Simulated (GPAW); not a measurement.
# SnBrF (SMILES [F][Sn][Br]) at 3 levels

Aim: a comparison of 3 runs (PBE/real-space grid, HCTH407/dzp, PBE/dzp) of SnBrF. 

Program for the calculation: GPAW 26.7.0.

3 further runs of the same task are left out: 1 that didn't finish, 2 set aside as unsound or not needed.

**1. Starting point**

The species is SnBrF (3 atoms), meant as a singlet with charge 0. As SMILES, `[F][Sn][Br]`. The shape is that of a PBE0-D4/def2-TZVP optimisation.

Bond lengths: F1–Sn2 1.936 Å, Sn2–Br3 2.515 Å. Angles: F1–Sn2–Br3 97.3°.

**2. Energy and one-electron properties at PBE/real-space grid (scalar-relativistic datasets) (run 1)**

run.py reads:

```python
import numpy as np
from ase import Atoms
from ase.units import Debye
from gpaw import GPAW

# Atomic positions
atoms = Atoms(["F", "Sn", "Br"],
    positions=[[ -0.943200,   1.248900,  -0.388900],
               [ -0.636500,  -0.662500,  -0.416800],
               [  1.568700,  -0.651200,   0.792400]])
atoms.center(vacuum=4.5)

# Calculator
calc = GPAW(mode="fd", h=0.18, xc="PBE", maxiter=150, txt="-")
atoms.calc = calc

energy = atoms.get_potential_energy()
print(f"Energy = {energy:.5f} eV")
forces = atoms.get_forces()
print("Forces (eV/Ang)")
for symbol, f in zip(atoms.symbols, forces):
    print(f'{symbol:2} {f[0]:9.4f} {f[1]:9.4f} {f[2]:9.4f}')
dipole = atoms.get_dipole_moment() / Debye
print(f"Dipole                  {np.linalg.norm(dipole):.3f} D")
homo, lumo = calc.get_homo_lumo()
print(f"HOMO = {homo:.3f} eV")
print(f"LUMO = {lumo:.3f} eV")
print(f"Gap: {lumo - homo:.3f} eV")
```

Started as:

```bash
OMP_NUM_THREADS=1 python run.py
```

What it wrote:

```text
[...]
Number of symmetries: 1
[...]
  Number of IBZ points: 1
[...]
Spin-components: 1 (collinear spins)
Bands:           17
[...]
  Valence electrons: 28.0
[...]
  Grid points: [64 60 56]
  Charge: 0.0  # |e|
[...]
    cutoffs:
[...]
occupation numbers:
  # Zero width
[...]
xc functional:
  name: PBE with 2 nearest neighbor stencil
[...]
|iter     |     time |      energy | eigst |  dens |
[...]
|iter:   1| 00:00:17 |  -12.742466 | +0.40 |       |
[...]
|iter:  14| 00:01:25 |  -11.216311c| -7.64c| -6.21c|
Converged in 14 steps
[...]
Energy contributions relative to reference atoms: (reference = -241627.021822)
Energy contributions:
  Kinetic:          20.123356
  Coulomb:         -20.990672
  Zero:              0.150260
  External:          0.000000
  Xc:              -10.499254
  Entropy:           0.000000
  Spinorbit:         0.000000
  ----------------------------
  Free energy:     -11.216311
  Extrapolated:    -11.216311
dipole moment: (-0.356405, -0.522487, -0.251664)  # |e|*Ang
Fermi level: -5.291
Eigenvalues  # (at kpt = [0.000, 0.000, 0.000])
| band index |      eig [eV] | occ [0-2] |
|------------|---------------|-----------|
|          0 |       -28.609 |     2.000 |
|        ... |               |           |
|          6 |       -19.529 |     2.000 |
|          7 |       -12.233 |     2.000 |
|          8 |        -9.380 |     2.000 |
|          9 |        -9.175 |     2.000 |
|         10 |        -9.015 |     2.000 |
|         11 |        -7.372 |     2.000 |
|         12 |        -7.232 |     2.000 |
|         13 |        -6.927 |     2.000 |
|         14 |        -3.654 |     0.000 |
|         15 |        -1.586 |     0.000 |
[...]
Gap: 3.273 eV
Transition (v -> c):
[...]
Forces (eV/Ang)
F    -0.0837    0.6365   -0.1733
Sn   -0.1587   -0.5386   -0.1491
Br    0.2437    0.0005    0.1312
Dipole                  3.270 D
HOMO = -6.927 eV
LUMO = -3.654 eV
Gap: 3.273 eV
```

Wall time 87 s (1 thread of AMD EPYC (Zen 3), shared host); peak memory 0.59 GiB.

**3. Energy and one-electron properties at HCTH407/dzp (scalar-relativistic datasets) (run 2)**

run.py reads:

```python
from ase import Atoms
from gpaw import GPAW, setup_paths
from gpaw.atom.configurations import parameters
from gpaw.atom.generator import Generator
from gpaw.external import static_polarizability
from gpaw.utilities.adjust_cell import adjust_cell

atoms = Atoms(['F', 'Sn', 'Br'],
    positions=[[ -0.943200,   1.248900,  -0.388900],
               [ -0.636500,  -0.662500,  -0.416800],
               [  1.568700,  -0.651200,   0.792400]])
adjust_cell(atoms, 4.5, h=0.22)

for symbol in ['Br', 'F', 'Sn']:
    Generator(symbol, xcname='HCTH407', scalarrel=True, nofiles=True, txt=None).run(**parameters[symbol])
setup_paths.insert(0, '.')

dft = GPAW(mode='lcao',
           basis='dzp',
           h=0.22,
           xc='HCTH407',
           convergence={'density': 1e-06},
           maxiter=150,
           symmetry='off',
           legacy_gpaw=True,
           txt='-')
atoms.calc = dft

energy = atoms.get_potential_energy()
print(f'Energy                  {energy:.5f} eV')
forces = atoms.get_forces()
print('Forces (eV/Ang)')
for symbol, f in zip(atoms.symbols, forces):
    print(f'{symbol:2} {f[0]:9.4f} {f[1]:9.4f} {f[2]:9.4f}')
homo, lumo = dft.get_homo_lumo()
print(f'HOMO: {homo:.3f} eV')
print(f'LUMO = {lumo:.3f} eV')
print(f'Gap = {lumo - homo:.3f} eV')

alpha = static_polarizability(atoms)
print('Polarizability tensor (e Ang^2 / V):')
print(alpha.round(4))
```

Started as:

```bash
python run.py
```

What it wrote:

```text
[...]
    cutoffs:
[...]
  Total Charge: 0.000000
[...]
Number of atoms: 3
[...]
Number of bands in calculation: 17
Number of valence electrons: 28
[...]
iter:   1 hh:mm:ss   -10.665618        c
[...]
Converged after 13 iterations.
Dipole moment: (-0.340067, -0.513205, -0.240621) |e|*Ang
[...]
Fermi level: -4.94969
[...]
Forces (eV/Ang)
F     0.4143    1.3660    0.4165
Sn   -0.2686   -0.9077   -0.2001
Br    0.4007   -0.0533    0.2284
HOMO: -6.540 eV
LUMO = -3.359 eV
Gap = 3.181 eV
[...]
Converged after 13 iterations.
[...]
Converged after 13 iterations.
[...]
iter:  13 hh:mm:ss    -8.799484c       c -6.42c
Converged after 13 iterations.
Dipole moment: (-0.338155, -0.513245, -0.236444) |e|*Ang
Energy contributions relative to reference atoms: (reference = -241782.854677)
Kinetic:        +33.659774
Potential:      -30.776349
External:        +0.002364
XC:             -12.371972
Entropy (-ST):   +0.000000
Local:           +0.686698
SIC:             +0.000000
--------------------------
Free energy:     -8.799484
Extrapolated:    -8.799484
 Band  Eigenvalues  Occupancy
    0    -28.59035    2.00000
    1    -27.36852    2.00000
    2    -27.34497    2.00000
    3    -27.27124    2.00000
    4    -27.13427    2.00000
    5    -26.30135    2.00000
    6    -19.18802    2.00000
    7    -11.95108    2.00000
    8     -8.99977    2.00000
    9     -8.72701    2.00000
   10     -8.57542    2.00000
   11     -6.97241    2.00000
   12     -6.85173    2.00000
   13     -6.54114    2.00000
[...]
Fermi level: -4.95202
Gap: 3.178 eV
Transition (v -> c):
[...]
Memory usage: 450.83 MiB
Polarizability tensor (e Ang^2 / V):
[[ 0.6634 -0.0213  0.1913]
 [-0.0213  0.3869 -0.0041]
 [ 0.1913 -0.0041  0.4178]]
```

It took 1.9 min on 1 thread of AMD EPYC (Zen 3), shared host; peak memory 0.44 GiB.

**4. The charge distribution at PBE/dzp (scalar-relativistic datasets) (run 3)**

BrFSn.xyz reads:

```xyz
3

F     -0.943200     1.248900    -0.388900
Sn    -0.636500    -0.662500    -0.416800
Br     1.568700    -0.651200     0.792400
```

BrFSn_sp.py reads:

```python
import numpy as np
from ase.io import read
from ase.units import Debye
from gpaw import GPAW

# Atomic positions
atoms = read('BrFSn.xyz')
atoms.center(vacuum=4.5)

# DFT calculator
gpaw_calc = GPAW(mode='lcao', basis='dzp', h=0.18, xc='PBE', maxiter=150, txt='-')
atoms.calc = gpaw_calc

energy = atoms.get_potential_energy()
print(f'Energy                  {energy:.5f} eV')
forces = atoms.get_forces()
print('Forces (eV/Ang)')
for symbol, f in zip(atoms.symbols, forces):
    print(f'{symbol:2} {f[0]:9.4f} {f[1]:9.4f} {f[2]:9.4f}')
dipole = atoms.get_dipole_moment() / Debye
print(f'Dipole: {np.linalg.norm(dipole):.3f} D')
homo, lumo = gpaw_calc.get_homo_lumo()
print(f'HOMO                    {homo:.3f} eV')
print(f'LUMO: {lumo:.3f} eV')
print(f'Gap = {lumo - homo:.3f} eV')
```

Started as:

```bash
python BrFSn_sp.py > BrFSn_sp.log
```

What it wrote:

```text
[...]
Number of symmetries: 1
[...]
  Number of IBZ points: 1
[...]
basis functions: 49
Spin-components: 1 (collinear spins)
Bands:           17
[...]
  Valence electrons: 28.0
[...]
  Grid points: [64 60 56]
  Charge: 0.0  # |e|
[...]
    cutoffs:
[...]
occupation numbers:
  # Zero width
[...]
xc functional:
  name: PBE with 2 nearest neighbor stencil
[...]
|iter     |     time |      energy | eigst |  dens |
[...]
|iter:   1| 00:00:19 |  -10.451865 |      c|       |
[...]
|iter:   9| 00:00:37 |   -9.276728c|      c| -4.23c|
Converged in 9 steps
[...]
Energy contributions relative to reference atoms: (reference = -241627.021822)
Energy contributions:
  Kinetic:          34.190169
  Coulomb:         -31.468195
  Zero:              0.279811
  External:          0.000000
  Xc:              -12.278511
  Entropy:           0.000000
  Spinorbit:         0.000000
  ----------------------------
  Free energy:      -9.276728
  Extrapolated:     -9.276728
dipole moment: (-0.327443, -0.491983, -0.231441)  # |e|*Ang
Fermi level: -4.859
Eigenvalues  # (at kpt = [0.000, 0.000, 0.000])
| band index |      eig [eV] | occ [0-2] |
|------------|---------------|-----------|
|          0 |       -28.163 |     2.000 |
|        ... |               |           |
|          6 |       -19.068 |     2.000 |
|          7 |       -11.857 |     2.000 |
|          8 |        -8.883 |     2.000 |
|          9 |        -8.587 |     2.000 |
|         10 |        -8.433 |     2.000 |
|         11 |        -6.901 |     2.000 |
|         12 |        -6.752 |     2.000 |
|         13 |        -6.429 |     2.000 |
|         14 |        -3.288 |     0.000 |
|         15 |        -1.003 |     0.000 |
[...]
Gap: 3.142 eV
Transition (v -> c):
[...]
Forces (eV/Ang)
F    -0.1703    1.0546   -0.0470
Sn   -0.2339   -1.0075   -0.2375
Br    0.4132   -0.0145    0.2239
Dipole: 3.049 D
HOMO                    -6.429 eV
LUMO: -3.288 eV
Gap = 3.142 eV
```

It took 40 s on 1 thread of AMD EPYC (Zen 3), shared host; peak memory 0.55 GiB.

**5. Overview of the runs**

| run | level | mode | grid spacing | energy (Eh) | dipole moment (D) | HOMO energy (eV) | LUMO energy (eV) | wall time |
| --- | --- | --- | --- | --- | --- | --- | --- | --- |
| 1 | PBE/real-space grid (scalar-relativistic datasets) | fd | 0.18 | -8880.041463 | 3.27 | -6.93 | -3.65 | 87 s |
| 2 | HCTH407/dzp (scalar-relativistic datasets) | lcao | 0.22 | -8885.679486 | 3.17 | -6.54 | -3.36 | 1.9 min |
| 3 | PBE/dzp (scalar-relativistic datasets) | lcao | 0.18 | -8879.970185 | 3.05 | -6.43 | -3.29 | 40 s |

**6. Results**

```
                                                     quantity       value
run 3: energy as printed (from the program's reference atoms)  -9.2767 eV
                                         run 3: dipole moment      3.05 D
                                           run 3: HOMO energy    -6.43 eV
                                           run 3: LUMO energy    -3.29 eV
                                         run 3: HOMO–LUMO gap     3.14 eV
                              run 3: largest force on an atom  1.069 eV/Å
```

What this shows: The dipole moment (its size) runs from 3.05 D (PBE/dzp) to 3.27 D (PBE/real-space grid). The HOMO–LUMO gap runs from 3.14 eV (PBE/dzp) to 3.27 eV (PBE/real-space grid). Totals of different functionals can't be ranked against each other. All runs together took 4 min, the longest 1.9 min.
